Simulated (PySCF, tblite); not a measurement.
# C₇H₁₃NSi: geometry, infrared bands and NMR shifts

Wanted: the infrared bands and NMR shifts of C₇H₁₃NSi (`CC#C[C@@H]1C[Si@H]1N(C)C`), by calculation.

Programs: tblite 0.8.0 and PySCF 2.14.0, with density-fitted response routines of our own. Each step states its level of theory. These are calculated values for one molecule in the gas phase, unless marked as measured. Atoms count from 0, in the outputs and in this text.

### Step 1. The molecule as given

22 atoms, charge 0, multiplicity 1; geometry from: force field or distance geometry start.

Bonds of the start (Å): C0–C1 1.47, C1–C2 1.20, C2–C3 1.49, C3–C4 1.51, C4–Si5 1.87, Si5–N6 1.73, N6–C7 1.41, N6–C8 1.42, Si5–C3 1.87, C0–H9 1.09, C0–H10 1.12, C0–H11 1.12, C3–H12 1.12, C4–H13 1.10, C4–H14 1.11, Si5–H15 1.47, C7–H16 1.12, C7–H17 1.10, C7–H18 1.13, C8–H19 1.09, C8–H20 1.11, C8–H21 1.11.

### Step 2. Geometry optimisation with GFN2-xTB

Job settings and geometry (Å):

```
{"job": {"kind": "relax", "xc": "GFN2-xTB", "basis": "xTB"}, "charge": 0, "multiplicity": 1}
C      4.438200     1.207700     0.112500
C      3.120800     0.560900     0.252100
C      2.071800    -0.003300     0.386200
C      0.765100    -0.697200     0.516600
C      0.411300    -1.743500    -0.508200
Si    -0.553700    -0.148800    -0.684400
N     -2.133400     0.030300    -0.000600
C     -2.554900     1.314200     0.410100
C     -3.100700    -0.958200    -0.311400
H      4.489100     2.059900     0.796000
H      4.505100     1.486000    -0.971300
H      5.246900     0.469700     0.345600
H      0.390900    -0.921900     1.548300
H     -0.197500    -2.612700    -0.211800
H      1.213100    -1.921600    -1.253500
H     -0.096500     0.643500    -1.836500
H     -1.933000     1.624200     1.284600
H     -2.417500     2.086600    -0.358000
H     -3.619800     1.345100     0.783300
H     -3.445500    -0.972200    -1.343000
H     -2.633500    -1.946400    -0.101500
H     -3.976800    -0.882800     0.373500
```

The run is started by

```sh
$ OMP_NUM_THREADS=1 python probes_run.py task.json out
```

This one command runs all jobs of the session in turn.

**Question.** This job is followed by: GFN2-xTB harmonic vibrations, gas phase; GIAO PBE0/pcSseg-1 NMR shielding, non-relativistic, gas phase. What will the session give for the following? strongest single infrared mode (GFN2-xTB); zero-point energy (GFN2-xTB); 13C shifts against TMS (PBE0/pcSseg-1, means over atoms taken as alike); 1H shifts against TMS (PBE0/pcSseg-1, means over atoms taken as alike); 29Si shifts against TMS (PBE0/pcSseg-1); 15N shifts against NH3 (PBE0/pcSseg-1).

**Answer**, as computed:

| quantity | value |
| --- | --- |
| strongest single infrared mode (GFN2-xTB) | 2293 cm⁻¹, 305 km/mol |
| zero-point energy (GFN2-xTB) | 112.1 kcal/mol |
| 13C shifts against TMS (PBE0/pcSseg-1, means over atoms taken as alike) | 88.7, 76.8, 43.8, 12.2, 6.2, 5.3 ppm |
| 1H shifts against TMS (PBE0/pcSseg-1, means over atoms taken as alike) | 4.18, 2.65, 1.92, 1.79, 1.26, 0.44 ppm |
| 29Si shifts against TMS (PBE0/pcSseg-1) | -87.5 ppm |
| 15N shifts against NH3 (PBE0/pcSseg-1) | 24.2 ppm |

In words: Over 129 steps the energy fell by 0.644 eV; of the close pairs, C2–C3 changed most, 1.485 to 1.420 Å. No mode is imaginary among the 60: a minimum at this level. The strongest single mode, at 2293 cm⁻¹, moves mainly H15. GFN2-xTB is a fitted tight-binding method: band positions and strengths are rough. Its intensities can rank the bands wrongly. At PBE0/pcSseg-1: The widest tensor belongs to Si5: span 313 ppm, with a paramagnetic part of -449 ppm.
